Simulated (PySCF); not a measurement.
# WNCl: singlet, from a bent start

Aim: relax WNCl as a singlet from a bent start, check by its vibrations whether the end is a minimum, and collect its spectrum and constants.

The runs use PySCF 2.14.0; PBE0, basis W def2-TZVP with ECP60, N def2-TZVP, Cl def2-TZVP, scalar-relativistic core potentials, no spin–orbit coupling, density fitting.

## Step 1: Starting geometry

3 atoms, charge 0, spin multiplicity 1.

Bond lengths: W1–N2 1.800 Å, W1–Cl3 2.360 Å. Angles: N2–W1–Cl3 110.0°.

```xyz
3
charge 0 multiplicity 1
W     0.0000    0.0000    0.0000
N    -1.4745    0.0000    1.0324
Cl    1.9332    0.0000    1.3536
```

## Step 2: The SCF at the typed geometry

One driver script runs all steps and calls PySCF; scf.py shows how it sets up the SCF of each step. The optimiser is the driver's own. After this first run the driver tries any further starts and a stability analysis.

scf.py

```python
from pyscf import gto, scf, dft
mol = gto.M(atom='''
W      0.000000     0.000000     0.000000
N     -1.474500     0.000000     1.032400
Cl     1.933200     0.000000     1.353600''',
    basis={'W': 'def2-TZVP', 'N': 'def2-TZVP', 'Cl': 'def2-TZVP'},
    ecp={'W': 'def2-TZVP'},
    charge=0, spin=0)
mf = dft.RKS(mol, xc='PBE0')
mf.grids.atom_grid = (50, 194)
aux = {'W': 'def2-universal-JKFIT', 'N': 'def2-universal-JKFIT', 'Cl': 'def2-universal-JKFIT'}
mf = mf.density_fit(auxbasis=aux)
mf.conv_tol = 1e-08
mf.diis_space = 10
mf.max_cycle = 60
mf.init_guess = 'minao'
mf.verbose = 4
mf.kernel()
```

On the command line:

```
OMP_NUM_THREADS=2 python axn.py task.json out
```

The runs that follow: Relaxation: bent start, singlet; Is it a minimum? Harmonic modes; The broken-symmetry singlet; Is it a minimum? Harmonic modes.

Q: Predict the outcome of this session. Wanted: minimum; geometry; wavenumbers; dipole moment; highest occupied, lowest empty level; polar-tensor charge of W1; zero-point energy; atomisation energy; ⟨S²⟩.

**Answer**, as computed:

| quantity | value |
| --- | --- |
| minimum | broken-symmetry (Ms = 0), Cs |
| geometry | W–Cl 2.250 Å, W–N 1.650 Å; Cl–W–N 107.2° |
| wavenumbers (cm⁻¹) | 229, 404, 1164 |
| dipole moment | 3.94 D |
| highest occupied, lowest empty level (either spin) | -6.61, -3.24 eV |
| polar-tensor charge of W1 | +1.08 e |
| zero-point energy | 10.7 kJ/mol |
| entropy at 298.15 K | 294.5 J/(mol K) |
| atomisation energy (no zero-point energy) | 982 kJ/mol |
| ⟨S²⟩ | 0.935 |

In words: The bent start keeps its Cs symmetry and ends in a minimum. The determinant is spin-contaminated (⟨S²⟩ = 0.94 against 0.00), so it is no pure spin state. The strongest infrared band lies at 1164 cm⁻¹ (stretch). Other starts or spin states, not run here, may lie lower. The SCF density has lower symmetry than the nuclear frame. Spin–orbit coupling, left out here, can matter for elements this heavy.
